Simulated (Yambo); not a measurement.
# TiB2 (P6/mmm) in Yambo: notebook, part 2 of 2

Yambo 5.3.0.

**3. G0W0 quasiparticle levels, PBEsol**

The input, g0w07.in:

```
gw0
dyson
el_el_corr
rim_cut
HF_and_locXC
ppa
em1d
RandQpts= 1000000
RandGvec= 50 RL
EXXRLvcs= 25 Ry
VXCRLvcs= 25 Ry
Chimod= "HARTREE"
% BndsRnXp
 1 | 209 |
%
NGsBlkXp= 12 Ry
% LongDrXp
 1 | 1 | 1 |
%
PPAPntXp= 27.21138 eV
% GbndRnge
 1 | 209 |
%
GTermKind= "BG"
DysSolver= "n"
ExtendOut
% QPkrange
 1 | 1 | 7 | 10 |
 18 | 18 | 7 | 10 |
 28 | 28 | 7 | 10 |
%
```

The input, scf.in:

```
&CONTROL
  calculation = 'scf'
  prefix = 'pwscf'
  outdir = './tmp'
  pseudo_dir = './pseudo'
/
&SYSTEM
  ibrav = 0
  nat = 3
  ntyp = 2
  ecutwfc = 84
  nbnd = 15
  occupations = 'smearing'
  smearing = 'fd'
  degauss = 0.00367493
  force_symmorphic = .true.
/
&ELECTRONS
  conv_thr = 6d-10
  electron_maxstep = 120
  mixing_beta = 0.5
/
ATOMIC_SPECIES
Ti    47.8670 Ti.upf
B     10.8100 B.upf
CELL_PARAMETERS angstrom
   3.0292000000    0.0000000000    0.0000000000
  -1.5146000000    2.6233641531    0.0000000000
   0.0000000000    0.0000000000    3.2284000000
ATOMIC_POSITIONS angstrom
Ti     0.0000000000    0.0000000000    0.0000000000
B      1.5146000002    0.8744547176    1.6142000000
B     -0.0000000002    1.7489094355    1.6142000000
K_POINTS automatic
12 12 8 0 0 0
```

The input, nscf.in:

```
&CONTROL
  calculation = 'nscf'
  prefix = 'pwscf'
  outdir = './tmp'
  pseudo_dir = './pseudo'
/
&SYSTEM
  ibrav = 0
  nat = 3
  ntyp = 2
  ecutwfc = 84
  nbnd = 209
  occupations = 'smearing'
  smearing = 'fd'
  degauss = 0.00367493
  force_symmorphic = .true.
/
&ELECTRONS
  conv_thr = 1d-08
  diago_full_acc = .true.
  diago_thr_init = 1d-06
/
ATOMIC_SPECIES
Ti    47.8670 Ti.upf
B     10.8100 B.upf
CELL_PARAMETERS angstrom
   3.0292000000    0.0000000000    0.0000000000
  -1.5146000000    2.6233641531    0.0000000000
   0.0000000000    0.0000000000    3.2284000000
ATOMIC_POSITIONS angstrom
Ti     0.0000000000    0.0000000000    0.0000000000
B      1.5146000002    0.8744547176    1.6142000000
B     -0.0000000002    1.7489094355    1.6142000000
K_POINTS automatic
6 6 6 0 0 0
```

Potentials or basis: PseudoDojo 0.4.1 SR PBEsol standard.

Run with:

```console
$ OMP_NUM_THREADS=1 pw.x -in scf.in > scf.out
$ OMP_NUM_THREADS=1 pw.x -in nscf.in > nscf.out
$ cd tmp/pwscf.save; p2y; mv SAVE ../..; cd ../..
$ OMP_NUM_THREADS=1 yambo
$ mkdir -p g0w07; ln -s $PWD/g0w00/ndb.pp* g0w07/
$ mkdir -p g0w07; ln -s $PWD/g0w00/ndb.RIM g0w07/
$ OMP_NUM_THREADS=1 yambo -F g0w07.in -J g0w07 -C g0w07_out
```

Yambo's report:

```text
[... sections 02.01 to 02.04 as in the set-up run ...]

  [02.05] Energies & Occupations
  ==============================

  [X] === General ===
  [X] Electronic Temperature                        :  0.258693E-1   300.200    [eV K]
  [X] Bosonic    Temperature                        :  0.258606E-1   300.100    [eV K]
  [X] Finite Temperature mode                       : yes
  [X] El. density                                   :  0.70161E+24 [cm-3]
  [X] Fermi Level                                   :  14.85484 [eV]

  [X] === Gaps and Widths ===
  [X] Conduction Band Min                           :  14.85484 [eV]
  [X] Valence Band Max                              :  14.85484 [eV]
  [X] Filled Bands                                  :   8
  [X] Metallic Bands                                :   9  10
  [X] Empty Bands                                   :   11  209

  [X] === Metallic Characters ===
[... 343 lines left out ...]
   PPA imaginary Energy                             :  27.21138 ev
   RIM G`s                                          :   53
   RIM random pts                                   :  1000000
   dS/dw steps                                      :  2
   dS/dw step                                       :  0.100000 ev
   X G`s                                            :  145 used
   X G`s                                            :  145 disk
   X bands                                          :    1  209
   X poles                                          :  100.0000 o/o
   X e/h E range                                    : -1.000000 -1.000000 ev
   X Hxc Kernel                                     : HARTREE
   X BZ energy Double Grid                          : no
   X Optical Averaged directions                    : none
   Sc/G bands                                       :    1  209
   Sc/G damping                                     :  0.100000 ev
   Sc bands terminator                              : yes
   Sc terminator kind                               : BG
   Sc Terminator pole                               :  40.81708
   Sx RL components                                 :   387

   QP @ state[ 1 ] K range                          :  1  1
   QP @ state[ 1 ] b range                          :   7  10
   QP @ state[ 2 ] K range                          :  18  18
   QP @ state[ 2 ] b range                          :   7  10
   QP @ state[ 3 ] K range                          :  28  28
   QP @ state[ 3 ] b range                          :   7  10
   GF energies kind                                 : Perdew, Burke & Ernzerhof SOL(X)+Perdew, Burke & Ernzerhof SOL(C)
   GF WF`s kind                                     : Perdew, Burke & Ernzerhof SOL(X)+Perdew, Burke & Ernzerhof SOL(C)
   Xs energies kind                                 : Perdew, Burke & Ernzerhof SOL(X)+Perdew, Burke & Ernzerhof SOL(C)
   Xs WF`s kind                                     : Perdew, Burke & Ernzerhof SOL(X)+Perdew, Burke & Ernzerhof SOL(C)
```

o-g0w07.qp:

```text
# GW solver                                       : Newton
# GW approximation                                : PPA
# PPA imaginary Energy                            :   27.2113800    [ev]
[... 45 lines left out ...]
        28                  9                -2.931424          -3.083533          -0.152110          -14.03943          -16.11685           1.881366           1.925313          -7.859846           0.775888          -0.671258E-3        10.11432           65.07723
        28                 10                 2.769696           3.707400           0.937704          -21.29728          -12.26825          -7.738183          -8.091321          -10.24350           0.726498          -0.003078          -25.22666           26.09191
#
```

Results:

| Quantity | Value |
| --- | --- |
| Band gap on the k mesh, mean-field level | none (metal or under the smearing width) |

Quasiparticle terms (eV):
```
               k point  band  Kohn-Sham level     Vxc      Σx     Σc     Z  result
 (0.000, 0.000, 0.000)     7            -2.36  -14.94  -16.51   1.48  0.77   -2.42
 (0.000, 0.000, 0.000)     8            -2.08  -13.16  -15.11   1.49  0.79   -2.43
 (0.000, 0.000, 0.000)     9            -1.91  -15.89  -15.52   0.05  0.77   -1.59
 (0.000, 0.000, 0.000)    10             2.15  -20.82  -12.77  -6.81  0.75    3.08
 (0.167, 0.167, 0.167)     7            -4.06  -13.97  -16.62   2.34  0.79   -4.30
 (0.167, 0.167, 0.167)     8            -3.38  -13.80  -16.09   2.02  0.77   -3.59
 (0.167, 0.167, 0.167)     9            -0.08  -17.16  -14.73  -1.85  0.77    0.37
 (0.167, 0.167, 0.167)    10             0.02  -17.22  -13.37  -3.26  0.77    0.47
(0.333, 0.333, -0.500)     7            -5.48  -13.50  -17.32   3.27  0.75   -5.89
(0.333, 0.333, -0.500)     8            -2.93  -14.04  -16.12   1.88  0.78   -3.08
(0.333, 0.333, -0.500)     9            -2.93  -14.04  -16.12   1.88  0.78   -3.08
(0.333, 0.333, -0.500)    10             2.77  -21.30  -12.27  -7.74  0.73    3.71
```

Caveat: the k mesh is coarse (spacing up to 0.40 Å⁻¹), so the values aren't converged; the plasmon-pole model is rough for a metal; the ground state has no gap, which makes the many-body step unreliable; this version prints the column dSc/dw multiplied by 27.2; the terminator is approximate in this version, by hundredths of an eV.
